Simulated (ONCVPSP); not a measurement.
**An ONCV potential for indium, from input to tests**

Aim: build the potential from the settings below, then test how well it stands in for the atom: other configurations, scattering, ghost states and the plane-wave cutoff that it needs.

Program: ONCVPSP 4.0.1.1 (patched build). Reference atom: PBE, scalar-relativistic, spherical and spin-unpolarised. All values are calculated.

### 1 Settings

Typed settings, in words:

```json
{"element": "indium (In, Z = 49)", "type": "optimised norm-conserving Vanderbilt (ONCV)", "frozen core": "[Ar] 3d10", "valence charge": "21", "reference configuration": "4s2 4p6 4d10 5s1.5 5p1.5", "partial waves": "4s+5s: rc 1.35 bohr, ncon 4, nbas 9, qcut 6.7 1/bohr, 2 projectors; 4p+5p: rc 1.50 bohr, ncon 5, nbas 9, qcut 8.7 1/bohr, 2 projectors; 4d: rc 1.65 bohr, ncon 5, nbas 10, qcut 11.2 1/bohr, 2 projectors, debl 2.9 Ha", "local potential": "polynomial inside 0.95 bohr (lpopt 5, dvloc0 0 Ha)", "core correction": "Teter function fitted to the true core (icmod 2), fcfact 0.15"}
```

An earlier all-electron run gives the scale for the radii.

All-electron outer shells of the reference configuration (PBE, scalar-relativistic, ld1.x):

```tsv
shell	level (eV)	outermost node (bohr)	outermost maximum (bohr)
3p	-649.99	0.14	0.31
3d	-433.56	–	0.26
4s	-120.52	0.41	0.77
4p	-78.99	0.42	0.82
4d	-19.45	0.40	0.94
5s	-8.73	1.02	2.13
5p	-2.88	1.14	2.81
```

### 2 The generation run

In.dat reads:

```
# ATOM AND REFERENCE CONFIGURATION
# atsym  z   nc   nv     iexc    psfile
  In 49.00    6    5        4      upf
#
#   n    l    f
    1    0    2.00
    2    0    2.00
    2    1    6.00
    3    0    2.00
    3    1    6.00
    3    2   10.00
    4    0    2.00
    4    1    6.00
    4    2   10.00
    5    0    1.50
    5    1    1.50
#
# PSEUDOPOTENTIAL AND OPTIMIZATION
# lmax
    2
#
#   l,   rc,      ep,       ncon, nbas, qcut
    0    1.35    0.00    4    9    6.70
    1    1.50    0.00    5    9    8.70
    2    1.65    0.00    5   10   11.20
#
# LOCAL POTENTIAL
# lloc, lpopt,  rc(5),   dvloc0
    4    5    0.95    0.00
#
# VANDERBILT-KLEINMAN-BYLANDER PROJECTORs
# l, nproj, debl
    0    2    3.30
    1    2    3.50
    2    2    2.90
#
# MODEL CORE CHARGE
# icmod, fcfact, rcfact
    2    0.15    0.75
#
# LOG DERIVATIVE ANALYSIS
# epsh1, epsh2, depsh
   -6.00    5.00    0.04
#
# OUTPUT GRID
# rlmax, drl
    6.00    0.01
#
# TEST CONFIGURATIONS
# ncnf
    4
# nvcnf
#   n    l    f
    5
    4    0    2.00
    4    1    6.00
    4    2   10.00
    5    0    2.00
    5    1    1.00
#
    5
    4    0    2.00
    4    1    6.00
    4    2   10.00
    5    0    2.00
    5    1    0.00
#
    5
    4    0    2.00
    4    1    6.00
    4    2   10.00
    5    0    1.00
    5    1    0.00
#
    5
    4    0    2.00
    4    1    6.00
    4    2   10.00
    5    0    2.00
    5    1    0.50
#
```

Launch:

```bash
oncvpsp.x < In.dat > In.out
```

**Question.** What will these runs give? Wanted: cutoffs for 1 and 0.1 mHa per electron, occupied waves; bound ghosts; GHOST(+) flags; largest test error; largest phase difference near zero energy, channels read; rms error of d²Exc/dn², without and with the model core.

The runs gave:

| quantity | value |
| --- | --- |
| cutoffs for 1 and 0.1 mHa per electron, occupied waves | 38 Ha and 115 Ha |
| bound ghosts | none found |
| GHOST(+) flags | s at 157 eV |
| largest test error (AE − PS) | -4.4 meV, for 4s2 4p6 4d10 5s1 5p0 |
| largest phase difference near zero energy, channels read | 0.000 rad |
| rms error of d²Exc/dn², without and with the model core | 3.01 and 1.26 mHa |

What this shows: The worst unpolarised test, 4s2 4p6 4d10 5s1 5p0, is off by 4.4 meV on 21.7 eV; by total energies transferability rates as very good. By its cutoff, 38 Ha for the looser tolerance, it is hard. The tighter tolerance needs 115 Ha, and converged work needs a cutoff nearer that. At the looser tolerance the 4d wave is the slowest; 4s needs 22 Ha. The program's ghost test flags no bound state. Near zero energy the phases of the channels with partial waves agree within 0.001 rad. The program also flags highly localised states, GHOST(+) (s).
